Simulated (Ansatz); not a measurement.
# r2SCAN0/STO-3G run of CHFO (formyl fluoride)

Aim: the electronic atomisation energy of CHFO (formyl fluoride) at r2SCAN0/STO-3G, from 5 runs. 

The results are computed with Ansatz 0.2.0.

73 further runs of the same task are left out: 73 set aside as unsound or not needed.

### 1 The molecule

CHFO has 4 atoms, charge 0, and is taken as a singlet. As SMILES, `O=CF`. The coordinates come from a GFN2-xTB relaxation.

Bond lengths: O1–C2 1.171 Å, C2–F3 1.341 Å, C2–H4 1.098 Å. Angles: O1–C2–F3 122.3°, O1–C2–H4 129.0°, F3–C2–H4 108.7°.

### 2 A single-point energy at r2SCAN0/STO-3G

File job.yaml:

```yaml
crystal:
  periodic: [false, false, false]
  atoms:
    - symbol: O
      position_ang: [-0.889680, 0.196020, 0.829980]
    - symbol: C
      position_ang: [-0.049740, 0.073340, 0.022930]
    - symbol: F
      position_ang: [0.584370, -1.090860, -0.181350]
    - symbol: H
      position_ang: [0.355050, 0.821510, -0.671560]
basis:
  gaussian: {orbitals: STO-3G}
hamiltonian: {xc: {name: r2SCAN0}}
accuracy: high
```

On the command line:

```sh
$ ansatz run job.yaml --threads 1 --pin off --max-ram 2610MiB --events-out events.jsonl --progress --plain --runs-dir runs
```

What it wrote:

```text
Warning: RAYON_NUM_THREADS=1 ignored (pool sized by the plan → 1); use --threads N
Functional definition: r2SCAN0
  name "r2SCAN0"
  parameter a = 0.25
  parameter k0 = 0.174
  parameter k1 = 0.065
  parameter a1 = 4.9479
  exchange = (1 - a)*r2scan_x(k0 = k0, k1 = k1, a1 = a1) + a*exact_x
  correlation = r2scan_c
273 factors; integrals over basis functions are off by at most 3.4e-8 eV
mean field evaluation 1: about -5730.4642 eV, gradient 3.0e1 eV
mean field evaluation 2: about -5725.9404 eV, gradient 5.5e1 eV
mean field evaluation 4: about -5733.1124 eV, gradient 1.8e0 eV
mean field evaluation 8: about -5733.1055 eV, gradient 2.0e-2 eV
mean field evaluation 16: about -5733.1055 eV, gradient 1.1e-8 eV
mean field -5733.10545860 eV, -210.6877395652 hartree, gradient 1.7e-8 eV, S^2 0.000000; 0 other end points of the search recorded, 0 dependent functions left out
reference -5733.10545876 eV, -210.6877395711 hartree; 12, 12 occupied and 4, 4 virtual orbitals, 273 factors
Total energy: -5733.10545876 eV, -210.6877395711 hartree
```

It took 1.9 s on 1 thread of Arm Neoverse V1, shared host; peak memory 0.12 GiB.

### 3 The C atom, same level

File job.yaml:

```yaml
crystal:
  periodic: [false, false, false]
  atoms:
    - {symbol: C, position_ang: [0.000000, 0.000000, 0.000000]}
basis:
  gaussian:
    orbitals: STO-3G
magnetization:
  spin_polarized: true
  initial_magnetization: 2
hamiltonian:
  xc: {name: r2SCAN0}
accuracy: high
```

Run the same way, it converges to -37.33469 Eh (log not shown).

### 4 The F atom at the same level

File run.yaml:

```yaml
crystal:
  periodic: [false, false, false]
  atoms:
    - {symbol: F, position_ang: [0.000000, 0.000000, 0.000000]}
basis:
  gaussian:
    orbitals: STO-3G
magnetization:
  spin_polarized: true
  initial_magnetization: 1
hamiltonian:
  xc: {name: r2SCAN0}
accuracy: high
```

On the command line:

```sh
$ ansatz run run.yaml --threads 1 --pin off --max-ram 2610MiB --events-out events.jsonl --progress --plain --runs-dir runs
```

What it wrote:

```text
Warning: RAYON_NUM_THREADS=1 ignored (pool sized by the plan → 1); use --threads N
[... 8 set-up lines as earlier in the session ...]
15 factors; integrals over basis functions are off by at most 1.2e-9 eV
mean field evaluation 1: about -2673.8360 eV, gradient 5.7e-11 eV
mean field evaluation 2: about -2673.8310 eV, gradient 2.4e-10 eV
mean field -2673.83099676 eV, -98.2614767433 hartree, gradient 0.0e0 eV, S^2 0.750000; 0 other end points of the search recorded, 0 dependent functions left out
reference -2673.83099681 eV, -98.2614767448 hartree; 5, 4 occupied and 0, 1 virtual orbitals, 15 factors
Total energy: -2673.83099681 eV, -98.2614767448 hartree
```

Wall time 0.58 s (1 thread of Arm Neoverse V1, shared host); peak memory 0.096 GiB.

### 5 The H atom, same level

File input.yaml:

```yaml
crystal:
  periodic: [false, false, false]
  atoms:
    - {symbol: H, position_ang: [0.000000, 0.000000, 0.000000]}
basis:
  gaussian: {orbitals: STO-3G}
magnetization: {spin_polarized: true, initial_magnetization: 1}
hamiltonian: {xc: {name: r2SCAN0}}
accuracy: high
```

Run the same way, it converges to -0.46649 Eh (log not shown).

### 6 The O atom, same level

File molecule.yaml:

```yaml
crystal:
  periodic: [false, false, false]
  atoms:
    - symbol: O
      position_ang: [0.000000, 0.000000, 0.000000]
basis:
  gaussian:
    orbitals: STO-3G
hamiltonian:
  xc: {name: r2SCAN0}
accuracy: high
magnetization:
  spin_polarized: true
  initial_magnetization: 2
```

On the command line:

```sh
$ ansatz run molecule.yaml --threads 1 --pin off --max-ram 2610MiB --events-out events.jsonl --progress --plain --runs-dir runs
```

What it wrote:

```text
Warning: RAYON_NUM_THREADS=1 ignored (pool sized by the plan → 1); use --threads N
[... 8 set-up lines as earlier in the session ...]
15 factors; integrals over basis functions are off by at most 1.1e-9 eV
mean field evaluation 1: about -2014.2704 eV, gradient 1.6e-10 eV
mean field evaluation 2: about -2014.2680 eV, gradient 1.5e-10 eV
mean field -2014.26800831 eV, -74.0229839857 hartree, gradient 0.0e0 eV, S^2 2.000000; 0 other end points of the search recorded, 0 dependent functions left out
reference -2014.26800839 eV, -74.0229839884 hartree; 5, 3 occupied and 0, 2 virtual orbitals, 15 factors
Total energy: -2014.26800839 eV, -74.0229839884 hartree
```

Run time: 0.59 s. Hardware: 1 thread of Arm Neoverse V1, shared host; peak memory 0.095 GiB.

### 7 What came out

At r2SCAN0/STO-3G:

| quantity | value |
| --- | --- |
| molecule: total energy | -210.68774 Eh |
| C atom: total energy | -37.33469 Eh |
| C atom: ⟨S²⟩ | 2.000 |
| F atom: total energy | -98.26148 Eh |
| F atom: ⟨S²⟩ | 0.750 |
| H atom: total energy | -0.46649 Eh |
| H atom: ⟨S²⟩ | 0.750 |
| O atom: total energy | -74.02298 Eh |
| O atom: ⟨S²⟩ | 2.000 |
| electronic atomisation energy | 16.384 eV |

Taking the molecule apart into free atoms costs 16.38 eV (378 kcal/mol), before zero-point energy and without spin-orbit coupling. In a minimal basis such a difference can be off by several eV, whatever the method.
